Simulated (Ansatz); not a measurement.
# VMo3S8: the cost of one run

Method: DFT PBE, scalar-relativistic, plane waves, PAW, unless a step names another level, in Ansatz 0.2.0.

## Step 1: The system as given

The structure is hexagonal, space group P-6m2 (No. 187). Conventional cell: a = 3.184 Å, b = 3.184 Å, c = 28.762 Å, α = 90.00°, β = 90.00°, γ = 120.00°. V (site symmetry -6m2) is surrounded by 6 S at 2.36 Å. Around Mo (site symmetry -6m2) lie 6 S at 2.41 Å. Mo (site symmetry 3m) is surrounded by 6 S at 2.41 Å. S (site symmetry 3m) is surrounded by 3 Mo at 2.41 Å. Around S (site symmetry 3m) lie 3 V at 2.36 Å.

Structure file:

```cif
data_structure
_symmetry_space_group_name_H-M 'P 1'
_symmetry_Int_Tables_number 1
_cell_length_a 3.1844
_cell_length_b 3.1844
_cell_length_c 28.7622
_cell_angle_alpha 90.000
_cell_angle_beta 90.000
_cell_angle_gamma 120.000
_cell_volume 252.59
loop_
_atom_site_label
_atom_site_type_symbol
_atom_site_fract_x
_atom_site_fract_y
_atom_site_fract_z
_atom_site_occupancy
V1 V 0.33333 0.66667 0.50000 1
Mo1 Mo 0.33333 0.66667 0.00000 1
Mo2 Mo 0.66667 0.33333 0.25499 1
Mo3 Mo 0.66667 0.33333 0.74501 1
S1 S 0.33333 0.66667 0.20066 1
S2 S 0.33333 0.66667 0.69069 1
S3 S 0.66667 0.33333 0.94567 1
S4 S 0.66667 0.33333 0.44830 1
S5 S 0.33333 0.66667 0.30931 1
S6 S 0.33333 0.66667 0.79934 1
S7 S 0.66667 0.33333 0.05433 1
S8 S 0.66667 0.33333 0.55170 1
```

It is the end of an earlier relaxation with the same method, from a generated guess; it is a trial structure. At a tolerance of 0.05 Å it has space group P-6m2 (No. 187); it has 21.05 Å³/atom, an uncorrected energy of -0.89 eV/atom over the elements.

## Step 2: Electronic structure at the relaxed geometry

input.yaml

```yaml
crystal:
  lattice:
    - [3.1844370058, 0.0, 0.0]
    - [-1.5922185029, 2.7578033437, 0.0]
    - [0.0, 0.0, 28.7621925849]
  atoms:
    - { symbol: V, position: [0.3333333333, 0.6666666667, 0.5], spin: -0.84 }
    - { symbol: Mo, position: [0.3333333333, 0.6666666667, 0.0] }
    - { symbol: Mo, position: [0.6666666667, 0.3333333333, 0.2549883174] }
    - { symbol: Mo, position: [0.6666666667, 0.3333333333, 0.7450116826] }
    - { symbol: S, position: [0.3333333333, 0.6666666667, 0.2006614179] }
    - { symbol: S, position: [0.3333333333, 0.6666666667, 0.6906935493] }
    - { symbol: S, position: [0.6666666667, 0.3333333333, 0.9456707893] }
    - { symbol: S, position: [0.6666666667, 0.3333333333, 0.4483040739] }
    - { symbol: S, position: [0.3333333333, 0.6666666667, 0.3093064507] }
    - { symbol: S, position: [0.3333333333, 0.6666666667, 0.7993385821] }
    - { symbol: S, position: [0.6666666667, 0.3333333333, 0.0543292107] }
    - { symbol: S, position: [0.6666666667, 0.3333333333, 0.5516959261] }
basis:
  ecutwfc: 420
kpoints:
  mp_grid: { grid: [12, 12, 2] }
  band_path:
    path:
      - [[0.0, 0.0, 0.0], [0.5, 0.0, 0.0], [0.33333333, 0.33333333, 0.0], [0.0, 0.0, 0.0], [0.0, 0.0, 0.5], [0.5, 0.0, 0.5], [0.33333333, 0.33333333, 0.5], [0.0, 0.0, 0.5]]
      - [[0.5, 0.0, 0.5], [0.5, 0.0, 0.0]]
      - [[0.33333333, 0.33333333, 0.5], [0.33333333, 0.33333333, 0.0]]
    npoints: 10
hamiltonian:
  xc: pbe
scf:
  occupations: { method: gaussian, width: 0.1 }
  n_extra_bands: 30
output:
  forces: true
  stress: true
  eigenvalues: true
  populations: true
  dos: { projected: true, de: 0.02, nscf_kmesh: { grid: [15, 15, 3] } }
  bader: false
magnetization:
  spin_polarized: true
checkpoint:
  read: start.run
  write: ck
  compress: false
  write_wavefunctions: false
  write_every: 100000
```

Launch:

```sh
> ansatz run input.yaml --threads 4 --pin off --max-ram 8192MiB --backend cpu --events-out ev --progress --plain --runs-dir out
```

What time and memory should one allow on 4 threads of AMD EPYC (Zen 3), shared host?

About 6.4 min, with a peak of 2.1 GiB.
